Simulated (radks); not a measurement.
# Lu⁺ in [Xe] 4f14 6s2: an all-electron calculation

One table from this session's results is given with a row withheld; the runs are named, their logs left out.

Method: scalar-relativistic Kohn-Sham, PW91, spin-polarised, spherical densities, finite nucleus. Code: radks (a radial shooting solver on a logarithmic mesh, Libxc functionals) version 1.

## The system

| Property | Result |
| --- | --- |
| element | lutetium (Z = 71) |
| charge | +1 |
| electrons | 70 |
| configuration | [Xe] 4f14 6s2 |
| nuclear rms radius | 5.37 fm |

Outer shells as boxes (Hund's rule):

Lu⁺
```
[Xe] core
4f [↑↓][↑↓][↑↓][↑↓][↑↓][↑↓][↑↓]
6s [↑↓]
```

Set-up of the first run:

Settings of this run:

```text
Z 71
configuration [Xe] 4f14 6s2 5d0 6p0
relativity scalar-relativistic
functional pw91,pw91
spin polarised
nucleus finite rms 5.37 fm
c 137.035999084
```

Launch:

```sh
python run_ks.py task.json out
```

All runs below come from this command, one after another.

Steps of the session up to this table: Self-consistent calculation.

One of the session's tables, all rows but one given; the rest of the session is left out.

It belongs to the step «Radial structure». Radial moments (bohr):

```
level      <r>  outermost maximum (interpolated)  90 % within  nodes
   1s  0.01932                            0.0121       0.0351      0
   2s        ?                                 ?            ?      ?
   2p  0.07291                            0.0566        0.119      0
   3s   0.2126                             0.196        0.312      2
   3p   0.2123                             0.193        0.317      1
   3d   0.1925                             0.157        0.299      0
   4s   0.4780                             0.446        0.687      3
   4p   0.5079                             0.467        0.739      2
   4d   0.5476                             0.481        0.823      1
   5s    1.169                              1.04         1.69      4
   5p    1.384                              1.19         2.04      3
   4f   0.7211                             0.469         1.24      0
   6s    3.260                              2.86         4.73      5
   5d    2.363                              1.74         3.77      2
   6p    4.240                              3.66         6.23      4
```

Q: Estimate the row for 2s from the others.

**Answer.** <r>: 0.08184; outermost maximum (interpolated): 0.0693; 90 % within: 0.127; nodes: 1. In the column «<r>» it lies between 2p (0.07291) and 3d (0.1925).
